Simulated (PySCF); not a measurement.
# BH4NO2: the cost of one run

Computed with PySCF 2.14.0; each step states its level. No surroundings beyond the atoms listed, unless a continuum is named. Atoms count from 0, parts from 1.

## Step 1: Starting point

Each species was relaxed by itself at PBE0-D3(BJ)/def2-SVPD.

## Step 2: Energies of the species: wB97M-D3(BJ)/def2-TZVPD

What the job is given:

```
{"job": {"kind": "react", "xc": "wB97M-D3(BJ)", "basis": "def2-TZVPD"}, "charge": 0, "multiplicity": 1}
-1 BH4NO2 charge 0 multiplicity 1
N      1.139920    -0.171090     0.128520
B     -0.230230     0.144570    -0.015900
O     -1.214340    -0.791940    -0.249980
O     -0.610320     1.458000     0.081520
H      1.524610    -1.099130     0.074930
H      1.822630     0.550060     0.300220
H     -0.911940    -1.698210    -0.313500
H     -1.557010     1.566470    -0.030080

+1 BH2O2 charge 0 multiplicity 2
O      0.814540     0.043190    -0.610540
B      0.151840     0.214660     0.558660
O     -1.142160    -0.103320     0.716300
H      1.735710     0.310710    -0.588280
H     -1.559830    -0.465720    -0.077420

+1 H2N charge 0 multiplicity 2
N      0.028950     0.321540     0.068110
H      0.838910    -0.313690     0.073260
H     -0.773720    -0.322880     0.062130
```

With the program's defaults for keys left out, this is: wB97M-D3(BJ)/def2-TZVPD reaction energy of separated species, gas phase.

Launch:

```
$ OMP_NUM_THREADS=1 python cluster_run.py task.json out
```

The driver reads the jobs from task.json and runs them one after another.

Q: Estimate the wall time and peak memory of this first job on 1 thread of Arm Neoverse N1, shared host.

About 31 s, with a peak of 0.6 GiB.
